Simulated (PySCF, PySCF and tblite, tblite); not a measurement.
# CH5B2F2N: a path driven as rotation about a bond, and NMR exchange

Aim: the barrier and rate of rotation about a bond in CH5B2F2N (`NBCB(F)F`), and what it does to NMR lines.

Programs: PySCF 2.14.0 with density-fitted response routines of our own, and tblite 0.8.0. All values are computed, except where a source is named. Atoms count from 0 throughout.

## 1. The starting structure

11 atoms, charge 0, multiplicity 1; geometry from: force field or distance geometry start.

Bonds of the start (Å): B1–C2 1.58, B1–H8 1.18, B3–F4 1.43, B3–F5 1.45, C2–B3 1.61, C2–H10 1.10, C2–H9 1.11, N0–B1 1.53, N0–H6 1.05, N0–H7 1.04.

## 2. GFN2-xTB relaxation, start minimum

What the job is given:

```
{"job": {"xc": "GFN2-xTB", "basis": "xTB", "kind": "relax"}, "charge": 0, "multiplicity": 1}
N      1.565200     0.723200     0.531000
B      0.844800    -0.318300    -0.323400
C     -0.603700    -0.814900     0.075400
B     -1.650900     0.392900    -0.073800
F     -1.893100     0.991200    -1.346800
F     -2.395500     0.835900     1.087700
H      1.810400     1.515200    -0.111400
H      2.456800     0.303600     0.866700
H      1.406500    -0.802300    -1.243300
H     -0.922600    -1.635100    -0.602600
H     -0.612400    -1.188700     1.114600
```

Launch:

```console
> OMP_NUM_THREADS=1 python ens_run.py task.json out
```

The driver reads the study from task.json and runs its stages one after another.

What it wrote:

```text
step      E/eV     max force
  0    -533.49176    3.578
  1    -533.89247    2.379
  2    -534.05653    2.695
  3    -534.13009    0.642
  4    -534.14992    0.343
  5    -534.16111    0.204
  6    -534.16322    0.144
  7    -534.16635    0.112
  8    -534.16743    0.125
  9    -534.16872    0.085
 10    -534.16988    0.093
 11    -534.17135    0.104
 12    -534.17275    0.126
 13    -534.17407    0.100
 14    -534.17533    0.117
 15    -534.17698    0.122
 16    -534.17994    0.215
 17    -534.18699    0.393
 18    -534.18070    1.356
 19    -534.20259    0.418
 20    -534.21733    0.453
 21    -534.20318    2.136
 22    -534.21458    0.737
 23    -534.17865    1.338
 24    -534.30535    0.838
 25    -534.46275    0.647
 26    -534.27356    0.713
 27    -534.46253    1.600
 28    -534.30744    0.829
 29    -534.18164    1.458
 30    -534.31002    0.495
 31    -534.45685    0.753
 32    -534.30316    0.494
 33    -534.15770    1.674
 34    -534.30106    0.563
 35    -534.45245    0.993
 36    -534.26891    0.876
 37    -534.07335    2.242
 38    -534.27393    0.910
 39    -534.46240    1.059
 40    -534.25228    1.088
 41    -534.02765    2.445
 42    -534.26674    1.029
 43    -534.47894    1.060
 44    -534.24262    1.151
 45    -534.47872    1.061
 46    -534.65224    2.363
 47    -534.85896    2.930
 48    -535.01474    1.889
 49    -535.09154    0.916
 50    -535.12187    0.769
 51    -535.15264    0.629
 52    -535.18018    0.546
 53    -535.20270    0.266
 54    -535.20943    0.206
 55    -535.21274    0.260
 56    -535.21563    0.293
 57    -535.21862    0.300
 58    -535.22163    0.257
 59    -535.22501    0.186
 60    -535.22860    0.196
 61    -535.23314    0.201
 62    -535.23908    0.216
 63    -535.24569    0.231
 64    -535.25076    0.149
 65    -535.25378    0.146
 66    -535.25616    0.138
 67    -535.25941    0.192
 68    -535.26361    0.224
 69    -535.26708    0.162
 70    -535.26913    0.134
 71    -535.27079    0.122
 72    -535.27280    0.204
 73    -535.27514    0.230
 74    -535.27702    0.202
 75    -535.27822    0.170
 76    -535.27920    0.156
 77    -535.28034    0.147
 78    -535.28146    0.136
 79    -535.28195    0.129
 80    -535.28239    0.142
 81    -535.28296    0.152
 82    -535.28381    0.151
 83    -535.28472    0.114
 84    -535.28550    0.096
 85    -535.28623    0.101
 86    -535.28699    0.089
 87    -535.28770    0.064
 88    -535.28814    0.060
 89    -535.28844    0.055
 90    -535.28876    0.074
 91    -535.28923    0.075
 92    -535.28957    0.053
 93    -535.28976    0.039
 94    -535.28989    0.042
 95    -535.29007    0.049
 96    -535.29037    0.054
 97    -535.29078    0.066
 98    -535.29126    0.062
 99    -535.29177    0.072
100    -535.29231    0.072
101    -535.29279    0.065
102    -535.29309    0.053
103    -535.29325    0.085
104    -535.29336    0.043
105    -535.29351    0.033
106    -535.29379    0.021
107    -535.29396    0.023
108    -535.29412    0.029
109    -535.29426    0.044
110    -535.29443    0.051
111    -535.29466    0.048
112    -535.29486    0.037
113    -535.29498    0.028
114    -535.29507    0.028
115    -535.29517    0.029
116    -535.29531    0.034
117    -535.29548    0.040
118    -535.29569    0.051
119    -535.29599    0.068
120    -535.29640    0.076
121    -535.29686    0.061
122    -535.29725    0.046
123    -535.29754    0.052
124    -535.29783    0.084
125    -535.29824    0.069
126    -535.29908    0.069
127    -535.29952    0.044
128    -535.29979    0.058
129    -535.30001    0.050
130    -535.30020    0.055
131    -535.30038    0.047
132    -535.30051    0.029
133    -535.30061    0.028
134    -535.30066    0.019
135    -535.30068    0.027
136    -535.30070    0.014
137    -535.30072    0.009
138    -535.30074    0.016
139    -535.30076    0.012
140    -535.30078    0.013
141    -535.30079    0.016
142    -535.30081    0.017
143    -535.30082    0.007
144    -535.30082    0.006
145    -535.30082    0.007
146    -535.30083    0.004
147    -535.30083    0.002
```

It took 0.61 s on 1 thread of Arm Neoverse V1, shared host.

Relaxing gained 1.809 eV and moved the atoms by 0.66 Å on average (rms).

## 3. Relaxed scan, rotation

What the job is given:

```
{"job": {"xc": "GFN2-xTB", "basis": "xTB", "coordinate": [["t", [2, 1, 0, 6], 0.25], ["t", [2, 1, 0, 7], 0.25], ["t", [8, 1, 0, 6], 0.25], ["t", [8, 1, 0, 7], 0.25]], "kind": "drive"}, "charge": 0, "multiplicity": 1}
N      1.590779     0.456728     0.461944
B      0.886798    -0.435946    -0.315557
C     -0.639263    -0.764293     0.070574
B     -1.515641     0.470848    -0.294380
F     -2.187448     0.601475    -1.426095
F     -1.601578     1.543585     0.483036
H      1.184860     0.941149     1.246306
H      2.545777     0.724190     0.292945
H      1.406176    -0.931122    -1.239496
H     -0.978369    -1.656515    -0.448315
H     -0.686666    -0.947427     1.143074
```

What it wrote:

```text
point  coordinate     E/eV
  0     12.900     -535.24748
  1     27.100     -535.09696
  2     41.500     -534.86417
  3     56.500     -534.58636
  4     72.300     -534.34444
  5     88.900     -534.24455
  6    105.400     -534.34246
  7    121.200     -534.58144
  8    136.300     -534.86073
  9    150.700     -535.09745
 10    164.800     -535.24762
 11    178.900     -535.29852
```

It took 1.4 s on 1 thread of Arm Neoverse V1, shared host.

The highest point is number 5, 23.1 kcal/mol above the first.

## 4. Nudged elastic band, leg 1

The job, as its differences from that of step 3:

```diff
@@ -1,2 +1,2 @@
-{"job": {"xc": "GFN2-xTB", "basis": "xTB", "coordinate": [["t", [2, 1, 0, 6], 0.25], ["t", [2, 1, 0, 7], 0.25], ["t", [8, 1, 0, 6], 0.25], ["t", [8, 1, 0, 7], 0.25]], "kind": "drive"}, "charge": 0, "multiplicity": 1}
+{"job": {"xc": "GFN2-xTB", "basis": "xTB", "kind": "neb"}, "charge": 0, "multiplicity": 1}
 N      1.590779     0.456728     0.461944
```

What it wrote:

```text
image   E - E0 / eV
  0       0.0000
  1       0.0962
  2       0.6301
  3       1.0542
  4       0.6244
  5       0.0932
  6       0.0000
```

Wall time 1.8 s (1 thread of Arm Neoverse V1, shared host); peak memory 0.19 GiB.

The highest point is number 3, 24.3 kcal/mol above the first.

## 5. Saddle search, leg 1

What the job is given:

```
{"job": {"xc": "GFN2-xTB", "basis": "xTB", "kind": "saddle"}, "charge": 0, "multiplicity": 1}
N      1.773238     0.399842     0.424376
B      0.906902    -0.507430    -0.299851
C     -0.632499    -0.719528     0.105950
B     -1.429657     0.527521    -0.395030
F     -2.100987     0.571523    -1.530333
F     -1.424328     1.681062     0.257376
H      1.867388     0.183672     1.409219
H      1.439269     1.356615     0.391353
H      1.339697    -1.084233    -1.224562
H     -1.028185    -1.632716    -0.329838
H     -0.710838    -0.776329     1.191340
```

What it wrote:

```text
step      E/eV     max force
  0    -534.24665   0.0228
  1    -534.24927   0.1004
  2    -534.24800   0.0269
  3    -534.24911   0.0259
  4    -534.25023   0.0377
  5    -534.25088   0.0393
  6    -534.25121   0.0114
  7    -534.25124   0.0050
  8    -534.25125   0.0010
lowest wavenumbers (cm-1): -661.7 40.9 60.3 150.1 283.2 369.5
```

Run time: 1.4 s. Hardware: 1 thread of Arm Neoverse V1, shared host; peak memory 0.19 GiB.

Point group C1; 1 imaginary mode, 662i cm⁻¹, carried by H7, H6, H8. Steps downhill from it reached both ends.

## 6. Saddle search, other pyramid

What the job is given:

```
{"job": {"xc": "GFN2-xTB", "basis": "xTB", "kind": "saddle"}, "charge": 0, "multiplicity": 1}
N      1.827447     0.345700     0.455022
B      0.892211    -0.443414    -0.319923
C     -0.627197    -0.664491     0.146146
B     -1.475295     0.504721    -0.450904
F     -2.120722     0.435860    -1.600017
F     -1.554098     1.693842     0.127172
H      2.207714     1.139884    -0.045556
H      2.630753    -0.194985     0.754973
H      1.250707    -0.914956    -1.332033
H     -0.996266    -1.619131    -0.219939
H     -0.694761    -0.642279     1.233114
```

What it wrote:

```text
step      E/eV     max force
  0    -534.19879   0.3567
  1    -534.22294   0.1018
  2    -534.22461   0.0784
  3    -534.22480   0.0372
  4    -534.22476   0.0641
  5    -534.22489   0.0115
  6    -534.22489   0.0000
lowest wavenumbers (cm-1): -662.6 43.6 56.2 154.8 286.2 361.9
```

Wall time 1.4 s (1 thread of Arm Neoverse V1, shared host); peak memory 0.19 GiB.

Point group C1; 1 imaginary mode, 663i cm⁻¹, carried by H7, H6, H8. It was not shown to link both ends.

## 7. Shieldings, start: PBE/pcSseg-1

What the job is given:

```
{"job": {"kind": "nmr", "xc": "PBE", "basis": "pcSseg-1", "pop": false}, "charge": 0, "multiplicity": 1}
N      1.590779     0.456728     0.461944
B      0.886798    -0.435946    -0.315557
C     -0.639263    -0.764293     0.070574
B     -1.515641     0.470848    -0.294380
F     -2.187448     0.601475    -1.426095
F     -1.601578     1.543585     0.483036
H      1.184860     0.941149     1.246306
H      2.545777     0.724190     0.292945
H      1.406176    -0.931122    -1.239496
H     -0.978369    -1.656515    -0.448315
H     -0.686666    -0.947427     1.143074
```

What it wrote:

```text
coarse grid: 9592 points
cycle   1  E = -344.8330203777  dE =  5.065e-01  |g| = 8.246e-01  |ddm| = 2.862e+00
cycle   2  E = -344.6248307211  dE =  2.082e-01  |g| = 1.367e+00  |ddm| = 1.405e+00
cycle   3  E = -344.9615003613  dE = -3.367e-01  |g| = 1.315e-01  |ddm| = 8.782e-01
cycle   4  E = -344.9653747525  dE = -3.874e-03  |g| = 4.498e-02  |ddm| = 1.291e-01
cycle   5  E = -344.9658260006  dE = -4.512e-04  |g| = 1.179e-02  |ddm| = 3.510e-02
cycle   6  E = -344.9658477309  dE = -2.173e-05  |g| = 5.492e-03  |ddm| = 9.509e-03
cycle   7  E = -344.9658542802  dE = -6.549e-06  |g| = 1.035e-03  |ddm| = 4.145e-03
final grid: 94688 points
cycle   8  E = -345.0165297987  dE = -6.582e-05  |g| = 1.292e-02  |ddm| = 2.442e-02
cycle   9  E = -345.0164585808  dE =  7.122e-05  |g| = 2.204e-02  |ddm| = 2.307e-02
cycle  10  E = -345.0165661239  dE = -1.075e-04  |g| = 2.653e-03  |ddm| = 1.445e-02
cycle  11  E = -345.0165677518  dE = -1.628e-06  |g| = 4.228e-04  |ddm| = 2.037e-03
cycle  12  E = -345.0165677898  dE = -3.801e-08  |g| = 1.558e-04  |ddm| = 3.748e-04
cycle  13  E = -345.0165677938  dE = -3.951e-09  |g| = 3.952e-05  |ddm| = 1.169e-04
cycle  14  E = -345.0165677941  dE = -2.804e-10  |g| = 1.170e-05  |ddm| = 3.283e-05
converged SCF energy = -345.0165677941

GIAO shielding tensors (ppm)
atom      isotropic    diamagn.    paramagn.     s11        s22        s33       span
  0 N      141.356     317.151    -175.795     38.726    181.020    204.320    165.594
  1 B       57.476     196.130    -138.654     20.150     37.470    114.807     94.656
  2 C      171.690     257.708     -86.018    145.887    180.027    189.156     43.268
  3 B       67.469     194.295    -126.827     39.764     74.481     88.161     48.397
  4 F      217.429     467.369    -249.939     36.474    271.557    344.257    307.784
  5 F      225.115     470.877    -245.762     45.997    283.961    345.387    299.390
  6 H       27.239      32.519      -5.280     23.057     26.564     32.097      9.040
  7 H       27.087      29.856      -2.769     23.005     23.647     34.608     11.603
  8 H       26.497      30.500      -4.003     25.318     26.017     28.154      2.836
  9 H       30.532      31.383      -0.851     27.529     28.232     35.835      8.306
 10 H       30.957      32.668      -1.711     27.795     28.939     36.138      8.342
```

Wall time 13 s (1 thread of Arm Neoverse V1, shared host); peak memory 0.56 GiB.

Key values: HOMO -7.24 eV, LUMO -1.05 eV; dipole 2.56 D.

## 8. Shieldings, saddle of leg 1: PBE/pcSseg-1

What the job is given:

```
{"job": {"kind": "nmr", "xc": "PBE", "basis": "pcSseg-1", "pop": false}, "charge": 0, "multiplicity": 1}
N      1.827447     0.345700     0.455022
B      0.892211    -0.443414    -0.319923
C     -0.627197    -0.664491     0.146146
B     -1.475295     0.504721    -0.450904
F     -2.120722     0.435860    -1.600017
F     -1.554098     1.693842     0.127172
H      1.977160    -0.001309     1.394745
H      1.520814     1.305458     0.566618
H      1.250707    -0.914956    -1.332033
H     -0.996266    -1.619131    -0.219939
H     -0.694761    -0.642279     1.233114
```

What it wrote:

```text
coarse grid: 9592 points
cycle   1  E = -344.7736801691  dE =  5.086e-01  |g| = 8.599e-01  |ddm| = 2.887e+00
cycle   2  E = -344.5251786755  dE =  2.485e-01  |g| = 1.455e+00  |ddm| = 2.259e+00
cycle   3  E = -344.9118218350  dE = -3.866e-01  |g| = 1.316e-01  |ddm| = 1.631e+00
cycle   4  E = -344.9155298545  dE = -3.708e-03  |g| = 4.365e-02  |ddm| = 1.442e-01
cycle   5  E = -344.9159648565  dE = -4.350e-04  |g| = 8.161e-03  |ddm| = 3.748e-02
cycle   6  E = -344.9159818501  dE = -1.699e-05  |g| = 2.531e-03  |ddm| = 1.185e-02
cycle   7  E = -344.9159829558  dE = -1.106e-06  |g| = 9.611e-04  |ddm| = 3.025e-03
final grid: 94688 points
cycle   8  E = -344.9674681994  dE = -7.542e-05  |g| = 1.160e-02  |ddm| = 2.499e-02
cycle   9  E = -344.9674244788  dE =  4.372e-05  |g| = 1.814e-02  |ddm| = 2.959e-02
cycle  10  E = -344.9674981335  dE = -7.365e-05  |g| = 1.332e-03  |ddm| = 1.893e-02
cycle  11  E = -344.9674984706  dE = -3.372e-07  |g| = 3.309e-04  |ddm| = 1.557e-03
cycle  12  E = -344.9674984926  dE = -2.202e-08  |g| = 7.217e-05  |ddm| = 3.408e-04
cycle  13  E = -344.9674984940  dE = -1.332e-09  |g| = 1.334e-05  |ddm| = 8.639e-05
cycle  14  E = -344.9674984940  dE = -3.729e-11  |g| = 5.522e-06  |ddm| = 1.599e-05
converged SCF energy = -344.9674984940

GIAO shielding tensors (ppm)
atom      isotropic    diamagn.    paramagn.     s11        s22        s33       span
  0 N      204.319     315.479    -111.160    137.863    194.587    280.508    142.645
  1 B        9.904     192.904    -183.000    -56.196    -12.170     98.078    154.274
  2 C      143.499     261.676    -118.177     86.537    161.197    182.763     96.227
  3 B       70.502     194.787    -124.285     51.328     74.707     85.471     34.143
  4 F      209.254     467.460    -258.206     22.062    266.784    338.918    316.856
  5 F      213.716     470.503    -256.786     22.842    274.507    343.800    320.958
  6 H       30.928      30.497       0.431     25.991     26.994     39.801     13.810
  7 H       30.935      31.412      -0.477     25.578     27.855     39.372     13.793
  8 H       24.067      29.803      -5.736     21.094     24.217     26.890      5.796
  9 H       29.129      31.938      -2.809     26.865     27.941     32.582      5.718
 10 H       30.104      33.895      -3.791     27.955     28.753     33.603      5.648
```

Wall time 13 s (1 thread of Arm Neoverse V1, shared host); peak memory 0.57 GiB.

In short: HOMO -5.53 eV, LUMO -2.52 eV; dipole 2.12 D.

## 9. Kinetics and line shapes

What the job is given:

```
{"job": {"smiles": "NBCB(F)F", "charge": 0, "mult": 1, "motion": "rotation", "what": "aminoborane", "atoms": [1, 0], "drives": [{"terms": [["t", [2, 1, 0, 6], 0.25], ["t", [2, 1, 0, 7], 0.25], ["t", [8, 1, 0, 6], 0.25], ["t", [8, 1, 0, 7], 0.25]], "by": 180, "n": 12}], "flip": [1, 0], "study": "path", "level": {"kind": "nmr", "xc": "PBE", "basis": "pcSseg-1"}, "fields": [60, 800, 900], "first": 3, "seed": 492, "kind": "path"}, "charge": 0, "multiplicity": 1}
N      1.590779     0.456728     0.461944
B      0.886798    -0.435946    -0.315557
C     -0.639263    -0.764293     0.070574
B     -1.515641     0.470848    -0.294380
F     -2.187448     0.601475    -1.426095
F     -1.601578     1.543585     0.483036
H      1.184860     0.941149     1.246306
H      2.545777     0.724190     0.292945
H      1.406176    -0.931122    -1.239496
H     -0.978369    -1.656515    -0.448315
H     -0.686666    -0.947427     1.143074
```

What it wrote:

```text
stationary points (kcal/mol above the start)
  n  kind          group   xTB      DFT    lowest mode
  0  minimum      C1       0.00     0.00      22.6
  1  saddle       C1      24.20    30.80    -661.7
  2  minimum      C1       0.00     0.00      23.6

GFN2-xTB energies: T/K, barrier G, reaction G (kcal/mol), k forward, k back (1/s)
 150.00    22.52     0.01   9.74e-21   9.97e-21
 200.00    22.56     0.01   1.87e-12   1.91e-12
 250.00    22.60     0.01   1.82e-07   1.86e-07
 298.15    22.65     0.01   0.000311   0.000318
 350.00    22.70     0.02     0.0972     0.0995
 400.00    22.76     0.02       6.12       6.26
 500.00    22.89     0.02   2.07e+03   2.11e+03

PBE/pcSseg-1 + D3(BJ) energies: T/K, barrier G, reaction G (kcal/mol), k forward, k back (1/s)
 150.00    29.11     0.01    2.4e-30   2.46e-30
 200.00    29.15     0.01   1.16e-19   1.19e-19
 250.00    29.20     0.01   3.13e-13    3.2e-13
 298.15    29.24     0.01   4.56e-09   4.67e-09
 350.00    29.30     0.02   7.42e-06   7.59e-06
 400.00    29.35     0.02    0.00153    0.00156
 500.00    29.48     0.02       2.71       2.77
```

Wall time 37 s (1 thread of Arm Neoverse V1, shared host); peak memory 0.57 GiB. This counts the whole study up to here.

Barriers by level (kcal/mol; entropies in cal/(mol K)). Zero-point and thermal terms come from xTB in every row. ΔG‡ leaves symmetry out; the rate counts equivalent paths (a factor of 2); effective ΔG‡, where given, is the barrier that would give that rate by Eyring's equation alone:

```tsv
level	ΔE‡	with zero-point	ΔH‡	ΔS‡	ΔG‡ (298 K)	ΔE of reaction	k at 298 K (1/s)	effective ΔG‡
GFN2-xTB	24.20	22.43	22.30	-1.2	22.65	0.00	0.00031	22.24
PBE/pcSseg-1 + D3(BJ)	30.80	29.03	28.89	-1.2	29.24	0.00	4.6e-09	28.83
```

Sites that the driver pairs across this motion, and where their lines would merge (no couplings; faster rotations or exchange between molecules can average them sooner):

```tsv
nucleus	sites: shielding (ppm)	proton frequency (MHz)	spread (Hz)	coalescence (K)	lines at 298 K
$^{1}$H	H6: 27.24; H7: 27.09	60	9	535	2
$^{1}$H	H6: 27.24; H7: 27.09	800	122	590	2
$^{1}$H	H6: 27.24; H7: 27.09	900	137	593	2
```

## 10. What came out

| quantity | value |
| --- | --- |
| barrier (PBE/pcSseg-1 + D3(BJ)) | ΔE‡ 30.8, ΔG‡(298 K) 29.2 kcal/mol |
| barrier (GFN2-xTB) | ΔE‡ 24.2 kcal/mol |
| rate at 298 K | 4.6e-09 s⁻¹ |
| end of the path | the start, renumbered or mirrored |
| coalescence of $^{1}$H H6 | 593 K at 900 MHz |

DFT puts the top 30.8 kcal/mol above the start (xTB: 24.2); the rate from the DFT barrier is 4.6e-09 s⁻¹ at 298 K. An error of 1.4 kcal/mol changes that rate tenfold. The $^{1}$H lines of H6 and its partners, 137 Hz apart at 900 MHz, merge at 593 K, so by this path alone the exchange at 298 K is slow for them; other paths were not followed.
